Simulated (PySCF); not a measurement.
# SnH4O2 (SMILES [OH][SnH2][OH]), step by step

Aim: a structure relaxation (HF/cc-pVDZ-PP), then the harmonic vibrations, then the energy (r2SCAN/cc-pVDZ-PP), then energy and one-electron properties (B1B95-D3(BJ)/3-21G) of SnH4O2. 

The calculation is run with PySCF 2.14.0.

### 1 The molecule

The species is SnH4O2 (7 atoms), meant as a singlet with charge 0. SMILES: `[OH][SnH2][OH]`. Geometry: a rough force-field guess. This is one conformer, not always the lowest. The run starts from this shape.

Bond lengths: O1–Sn2 1.965 Å, Sn2–O3 1.952 Å, O1–H4 1.011 Å, Sn2–H5 1.760 Å, Sn2–H6 1.756 Å, O3–H7 0.996 Å. Angles: O1–Sn2–O3 107.1°, O1–Sn2–H5 110.0°, O1–Sn2–H6 110.9°, O3–Sn2–H5 109.4°, O3–Sn2–H6 109.9°, Sn2–O1–H4 99.7°, Sn2–O3–H7 107.7°, H5–Sn2–H6 109.5°.

### 2 A structure relaxation at HF/cc-pVDZ-PP (core potential) (run 1)

Contents of calc.py:

```python
from pyscf import gto
from pyscf.geomopt.geometric_solver import kernel as optimise

mol = gto.M(
    atom='''
O     -1.284900    -0.881200    -0.656000
Sn     0.011800     0.313300     0.212500
O      1.562200    -0.772500     0.690600
H     -2.004100    -0.211200    -0.890800
H      0.505800     1.579900    -0.904800
H     -0.677000     1.041100     1.655100
H      1.947400    -1.137500    -0.152300
''',
    ecp={'Sn': 'cc-pvdz-pp'},
    max_memory=1860,
    basis={'default': 'cc-pvdz-pp', 'O': 'cc-pvdz', 'H': 'cc-pvdz'},
    verbose=3,
    spin=0,
)

calc0 = mol.RHF()
converged, mol_eq = optimise(calc0, maxsteps=100, convergence_set='GAU_TIGHT')
print('converged:', converged)
print(mol_eq.tostring())

calc0.reset(mol_eq)
mol = mol_eq
calc0.kernel()
e_final = calc0.e_tot
print('E = %.10f Eh' % e_final)
```

Launch:

```console
$ OMP_NUM_THREADS=1 python calc.py
```

The log of the run:

```text
convergence_set           GAU_TIGHT
[... 70 lines left out ...]
Step    0 : Gradient = 4.389e-02/6.415e-02 (rms/max) Energy = -365.3939815504
[... 112 lines left out ...]
converged SCF energy = -365.407666164514
[... 124 lines left out ...]
converged SCF energy = -365.408083741754
[... 124 lines left out ...]
converged SCF energy = -365.408121078122
[... 125 lines left out ...]
converged SCF energy = -365.409766409497
[... 124 lines left out ...]
converged SCF energy = -365.410150102564
[... 124 lines left out ...]
converged SCF energy = -365.410190343542
[... 113 lines left out ...]
Converged! =D
[... 1 line left out ...]
converged: True
O          -1.56002873       -0.49139287       -0.41054572
Sn          0.00455830        0.53384401        0.19135550
O           1.58591229       -0.61700108        0.00108323
H          -1.56357644       -0.79135389       -1.30828996
H           0.31422325        1.84739422       -0.83754080
H          -0.31785324        0.87422718        1.82234521
H           1.59796456       -1.42381757        0.49589254
converged SCF energy = -365.410190346136
E = -365.4101903461 Eh
```

Wall time 2 min (1 thread of Arm Neoverse V2, shared host); peak memory 0.16 GiB.

Step by step:

```
step  energy from the first frame kept (eV)  largest force (eV/Å)
   0                                 0.0000                3.2986
   2                                -0.3598                0.4907
   4                                -0.3717                0.0540
   6                                -0.3743                0.1096
   8                                -0.3800                0.1126
  10                                -0.3837                0.0417
  12                                -0.3841                0.0171
  14                                -0.3844                0.0282
  16                                -0.4085                0.2106
  18                                -0.4193                0.1216
  20                                -0.4295                0.1803
  22                                -0.4384                0.0692
  24                                -0.4394                0.0336
  26                                -0.4406                0.0359
  28                                -0.4411                0.0059
  30                                -0.4411                0.0010
  32                                -0.4411                0.0003
  34                                -0.4411                0.0000
```

After the run. Bond lengths: O1–Sn2 1.965 Å, Sn2–O3 1.965 Å, O1–H4 0.947 Å, Sn2–H5 1.697 Å, Sn2–H6 1.697 Å, O3–H7 0.947 Å. Angles: O1–Sn2–O3 107.8°, O1–Sn2–H5 111.3°, O1–Sn2–H6 104.3°, O3–Sn2–H5 104.3°, O3–Sn2–H6 111.3°, Sn2–O1–H4 117.3°, Sn2–O3–H7 117.3°, H5–Sn2–H6 117.5°.

### 3 Vibrational wavenumbers at HF/cc-pVDZ-PP (core potential) (run 2)

Contents of calc.py:

```python
from pyscf import gto, symm
from pyscf.hessian import thermo

molecule = gto.M(
    atom='''
O       -1.566402      -0.789630      -0.516133
Sn      -0.001815       0.235606       0.085770
O        1.579539      -0.915239      -0.104504
H       -1.569938      -1.089610      -1.413871
H        0.307851       1.549157      -0.943126
H       -0.324225       0.575988       1.716759
H        1.591602      -1.722045       0.390323
''',
    charge=0,
    max_memory=1860,
    basis={'default': 'cc-pvdz-pp', 'O': 'cc-pvdz', 'H': 'cc-pvdz'},
    verbose=3,
    ecp={'Sn': 'cc-pvdz-pp'},
)

myscf = molecule.RHF()
myscf.kernel()

e_tot = myscf.e_tot
print('Final energy', e_tot)
hess = myscf.Hessian().kernel()
modes = thermo.harmonic_analysis(molecule, hess)
thermo.dump_normal_mode(molecule, modes)
symm.geom.TOLERANCE = 1e-3  # for the symmetry number
th = thermo.thermo(myscf, modes['freq_au'], 200, 101325)
thermo.dump_thermo(molecule, th)
```

Launch:

```console
$ OMP_NUM_THREADS=1 python calc.py
```

The log of the run:

```text
converged SCF energy = -365.41019034614
Final energy -365.4101903461401
[... 84 lines left out ...]
Gibbs free energy [Eh] -365.38515
```

It took 28 s on 1 thread of Arm Neoverse V2, shared host; peak memory 0.15 GiB.

### 4 A single-point energy at r2SCAN/cc-pVDZ-PP (core potential) (run 3)

Contents of input.py:

```python
from pyscf import gto, dft

mol = gto.M(
    atom=[
    ('O', (-1.560029, -0.491393, -0.410546)),
    ('Sn', (0.004558, 0.533844, 0.191356)),
    ('O', (1.585912, -0.617001, 0.001083)),
    ('H', (-1.563576, -0.791354, -1.308290)),
    ('H', (0.314223, 1.847394, -0.837541)),
    ('H', (-0.317853, 0.874227, 1.822345)),
    ('H', (1.597965, -1.423818, 0.495893)),
],
    verbose=3,
    max_memory=1860,
    ecp={'Sn': 'cc-pvdz-pp'},
    basis={'default': 'cc-pvdz-pp', 'O': 'cc-pvdz', 'H': 'cc-pvdz'},
)

mf = dft.RKS(mol, xc='r2scan')
mf.kernel()

energy = mf.e_tot
print('E = %.10f Eh' % energy)
dip = mf.dip_moment()
pop, q = mf.mulliken_pop()
```

Launch:

```console
$ OMP_NUM_THREADS=1 python input.py
```

The log of the run:

```text
converged SCF energy = -367.158699164334
E = -367.1586991643 Eh
Dipole moment(X, Y, Z, Debye): -0.00117,  0.15340,  0.05581
 ** Mulliken pop  **
pop of  0 O 1s            2.00692
pop of  0 O 2s            0.83418
pop of  0 O 3s            0.92051
pop of  0 O 2px           0.95678
pop of  0 O 2py           0.99871
pop of  0 O 2pz           0.86809
pop of  0 O 3px           0.70132
pop of  0 O 3py           0.71012
pop of  0 O 3pz           0.48441
pop of  0 O 3dxy          0.00115
pop of  0 O 3dyz          0.00097
pop of  0 O 3dz^2         0.00334
pop of  0 O 3dxz          0.00085
pop of  0 O 3dx2-y2       0.00078
pop of  1 Sn 4s           1.99067
pop of  1 Sn 5s           0.00999
pop of  1 Sn 6s           0.96124
pop of  1 Sn 7s           0.21229
pop of  1 Sn 4px          2.00062
pop of  1 Sn 4py          1.99991
pop of  1 Sn 4pz          1.99937
pop of  1 Sn 5px          0.32569
pop of  1 Sn 5py          0.43210
pop of  1 Sn 5pz          0.52200
pop of  1 Sn 6px          0.07075
pop of  1 Sn 6py          0.16450
pop of  1 Sn 6pz          0.21700
pop of  1 Sn 4dxy         1.95558
pop of  1 Sn 4dyz         1.94976
pop of  1 Sn 4dz^2        1.95001
pop of  1 Sn 4dxz         1.95318
pop of  1 Sn 4dx2-y2      1.95666
pop of  1 Sn 5dxy         0.08537
pop of  1 Sn 5dyz         0.09056
pop of  1 Sn 5dz^2        0.08631
pop of  1 Sn 5dxz         0.09391
pop of  1 Sn 5dx2-y2      0.11798
pop of  2 O 1s            2.00692
pop of  2 O 2s            0.83418
pop of  2 O 3s            0.92051
pop of  2 O 2px           0.95492
pop of  2 O 2py           0.87076
pop of  2 O 2pz           0.99792
pop of  2 O 3px           0.69917
pop of  2 O 3py           0.49698
pop of  2 O 3pz           0.69969
pop of  2 O 3dxy          0.00109
pop of  2 O 3dyz          0.00255
pop of  2 O 3dz^2         0.00081
pop of  2 O 3dxz          0.00088
pop of  2 O 3dx2-y2       0.00178
pop of  3 H 1s            0.68479
pop of  3 H 2s            0.06408
pop of  3 H 2px           0.02117
pop of  3 H 2py           0.02372
pop of  3 H 2pz           0.03852
pop of  4 H 1s            0.68860
pop of  4 H 2s            0.40665
pop of  4 H 2px           0.00102
pop of  4 H 2py           0.00619
pop of  4 H 2pz           0.00441
pop of  5 H 1s            0.68859
pop of  5 H 2s            0.40667
pop of  5 H 2px           0.00104
pop of  5 H 2py           0.00139
pop of  5 H 2pz           0.00918
pop of  6 H 1s            0.68479
pop of  6 H 2s            0.06408
pop of  6 H 2px           0.02111
pop of  6 H 2py           0.03408
pop of  6 H 2pz           0.02821
 ** Mulliken atomic charges  **
charge of    0O =     -0.48814
charge of    1Sn =      0.85457
charge of    2O =     -0.48814
charge of    3H =      0.16773
charge of    4H =     -0.10688
charge of    5H =     -0.10688
charge of    6H =      0.16773
```

Wall time 8.7 s (1 thread of Arm Neoverse V2, shared host); peak memory 0.36 GiB.

### 5 Energy and one-electron properties at B1B95-D3(BJ)/3-21G (sfX2C) (run 4)

Contents of run.py:

```python
# [OH][SnH2][OH]
from pyscf import gto, dft

mol = gto.M(
    atom=[
    ('O', (-1.560029, -0.491393, -0.410546)),
    ('Sn', (0.004558, 0.533844, 0.191356)),
    ('O', (1.585912, -0.617001, 0.001083)),
    ('H', (-1.563576, -0.791354, -1.308290)),
    ('H', (0.314223, 1.847394, -0.837541)),
    ('H', (-0.317853, 0.874227, 1.822345)),
    ('H', (1.597965, -1.423818, 0.495893)),
],
    verbose=4,
    cart=True,
    max_memory=1860,
    basis='3-21g',
)

mf = dft.RKS(mol)
mf.xc = 'b1b95'
mf = mf.x2c()
mf.disp = 'd3bj'
mf.kernel()

etot = mf.e_tot
print(f'total energy: {etot:.8f} hartree')
dip = mf.dip_moment()
pop, q = mf.mulliken_pop()
quad = mf.quad_moment()
```

Launch:

```console
$ OMP_NUM_THREADS=1 python run.py
```

The log of the run:

```text
PySCF version 2.14.0

[... 79 lines left out ...]
converged SCF energy = -6256.42319054762
total energy: -6256.42319055 hartree
Dipole moment(X, Y, Z, Debye):  0.00124, -0.17123, -0.06238
[... 68 lines left out ...]
Traceless quadrupole moment (Debye*A):
```

Wall time 6.6 s (1 thread of Arm Neoverse V2, shared host); peak memory 0.31 GiB.

Atomic charges (e):

```
atom  Mulliken
  O1    -0.714
 Sn2    +1.023
  O3    -0.714
  H4    +0.368
  H5    -0.166
  H6    -0.166
  H7    +0.368
```

### 6 Summary of results

```
                                                                    quantity             value
                               run 1, HF/cc-pVDZ-PP: total energy at the end     -365.41019 Eh
                                         run 1, HF/cc-pVDZ-PP: dipole moment            0.53 D
                                           run 1, HF/cc-pVDZ-PP: HOMO energy         -12.23 eV
                                           run 1, HF/cc-pVDZ-PP: LUMO energy           3.43 eV
                                         run 1, HF/cc-pVDZ-PP: HOMO–LUMO gap          15.66 eV
                            run 2, HF/cc-pVDZ-PP: lowest harmonic wavenumber          180 cm⁻¹
                           run 2, HF/cc-pVDZ-PP: highest harmonic wavenumber         4157 cm⁻¹
                                     run 2, HF/cc-pVDZ-PP: zero-point energy      111.7 kJ/mol
run 2, HF/cc-pVDZ-PP: ideal-gas entropy at 200 K (symmetry number 2 as used)  66.1 cal/(mol K)
                                      run 3, r2SCAN/cc-pVDZ-PP: total energy     -367.15870 Eh
                                     run 3, r2SCAN/cc-pVDZ-PP: dipole moment            0.16 D
                                       run 3, r2SCAN/cc-pVDZ-PP: HOMO energy          -6.79 eV
                                       run 3, r2SCAN/cc-pVDZ-PP: LUMO energy          -0.61 eV
                                     run 3, r2SCAN/cc-pVDZ-PP: HOMO–LUMO gap           6.18 eV
                                     run 4, B1B95-D3(BJ)/3-21G: total energy    -6256.42319 Eh
                                    run 4, B1B95-D3(BJ)/3-21G: dipole moment            0.18 D
                                      run 4, B1B95-D3(BJ)/3-21G: HOMO energy          -7.57 eV
                                      run 4, B1B95-D3(BJ)/3-21G: LUMO energy           0.60 eV
                                    run 4, B1B95-D3(BJ)/3-21G: HOMO–LUMO gap           8.17 eV
                                run 4, B1B95-D3(BJ)/3-21G: dispersion energy     -15.40 kJ/mol
```

In words: The optimisation (run 1, HF/cc-pVDZ-PP) took 34 steps and changed the energy by -0.441 eV. Mulliken charges (run 1, HF/cc-pVDZ-PP) run from -0.64 on O1 to +1.25 on Sn2; they depend strongly on the basis. All 15 modes (run 2, HF/cc-pVDZ-PP) are real, so the shape is a minimum at this level. Mulliken charges (run 3, r2SCAN/cc-pVDZ-PP) run from -0.49 on O1 to +0.85 on Sn2; they depend strongly on the basis. Mulliken charges (run 4, B1B95-D3(BJ)/3-21G) run from -0.71 on O1 to +1.02 on Sn2. The basis (run 4, B1B95-D3(BJ)/3-21G) was contracted for non-relativistic atoms, which limits what the relativistic Hamiltonian can do in the core.
